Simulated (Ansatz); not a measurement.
# EuH4: the cost of one run

Program: Ansatz 0.2.0. Level of theory: DFT PBE, scalar-relativistic, plane waves, PAW. These are calculated values, not measurements.

1 further run of the same task is left out (it didn't finish).

### 1 The starting structure

Symmetry: P6/mmm, No. 191, hexagonal system. The conventional cell has a = 4.143 Å, b = 4.143 Å, c = 5.101 Å, α = 90.00°, β = 90.00°, γ = 120.00°. Around Eu (site symmetry 6/mmm) lie 8 H at 2.07 to 2.55 Å. H (site symmetry mmm) has 2 Eu at 2.07 Å and 4 H at 2.07 Å as nearest neighbours. H (site symmetry 6/mmm) is surrounded by 2 Eu at 2.55 Å.

Coordinates:

```
Eu H
1.0
     4.14313    0.00000    0.00000
    -2.07156    3.58806    0.00000
     0.00000    0.00000    5.10108
Eu H
1 4
Cartesian
  0.0000 0.0000 0.0000
  2.0716 0.0000 0.0000
  -1.0358 1.7940 0.0000
  1.0358 1.7940 0.0000
  0.0000 0.0000 2.5505
```

A structure generator made this guess: random cell by space group and Wyckoff sites (P6/mmm, No. 191). Its size is a rough estimate.

### 2 Probe: one point on a coarse mesh

Input file input.yaml:

```yaml
crystal:
  lattice:
    - [4.14312976, 0.0, 0.0]
    - [-2.07156488, 3.58805563, 0.0]
    - [0.0, 0.0, 5.10108488]
  atoms:
    - { symbol: Eu, position: [0.0, 0.0, 0.0], spin: 7.0 }
    - { symbol: H, position: [0.5, 0.0, 0.0] }
    - { symbol: H, position: [0.0, 0.5, 0.0] }
    - { symbol: H, position: [0.5, 0.5, 0.0] }
    - { symbol: H, position: [0.0, 0.0, 0.5] }
basis:
  ecutwfc: 420
kpoints:
  mp_grid: { grid: [6, 6, 4] }
hamiltonian:
  xc: pbe
scf:
  occupations: { method: gaussian, width: 0.1 }
  lower_state_search: "off"
output:
  forces: true
  stress: true
  eigenvalues: true
  populations: true
magnetization:
  spin_polarized: true
```

The run is started by

```
$ ansatz run input.yaml --threads 1 --pin off --max-ram 2560MiB --backend cpu --events-out ev --progress --plain --runs-dir out
```

**Question.** How long does this run take on 1 thread of Intel Xeon 6975P-C (Granite Rapids), shared host, and how much memory does it need?

About 4.2 s, with a peak of 0.41 GiB.
